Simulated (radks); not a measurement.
# Cu²⁺ in [Ar] 3d9: an all-electron calculation

The task here is to estimate one member of a computed series from the others.

Method: scalar-relativistic Kohn-Sham, PBE, spin-unpolarised, spherical densities, finite nucleus. Code: radks (a radial shooting solver on a logarithmic mesh, Libxc functionals) version 1.

## The atom as given

| Property | Result |
| --- | --- |
| element | copper (Z = 29) |
| charge | +2 |
| electrons | 27 |
| configuration | [Ar] 3d9 |
| nuclear rms radius | 3.8823 fm |

Outer shells as boxes (Hund's rule):

Cu²⁺
```
[Ar] core
3d [↑↓][↑↓][↑↓][↑↓][↑ ]
```

The first run:

Settings of this run:

```text
Z 29
configuration [Ar] 3d9
relativity scalar-relativistic
functional pbe,pbe
spin unpolarised
nucleus finite rms 3.8823 fm
c 137.035999084
```

Run with:

```
python run_ks.py task.json out
```

This one command runs every case of the session in turn.

Among the steps run: Self-consistent calculation.

One of the session's tables, all rows but one given; the rest of the session is left out.

Sizes of the orbitals, from the radial functions (bohr):

| level | <r> | outermost maximum (interpolated) | 90 % within | nodes |
| --- | --- | --- | --- | --- |
| 1s | 0.05213 | 0.0341 | 0.0931 | 0 |
| 2s | 0.2352 | 0.197 | 0.364 | 1 |
| 2p | 0.2064 | 0.158 | 0.338 | 0 |
| 3s | 0.7099 | 0.613 | 1.06 | 2 |
| 3p | 0.7450 | 0.619 | 1.15 | 1 |
| 3d | ? | ? | ? | ? |

**Question.** Estimate the row for 3d.

**Answer.** <r>: 0.9223; outermost maximum (interpolated): 0.597; 90 % within: 1.60; nodes: 0. In the column «<r>» it is the highest.

Caveats from the session: Spin polarisation and multiplet splitting are left out.
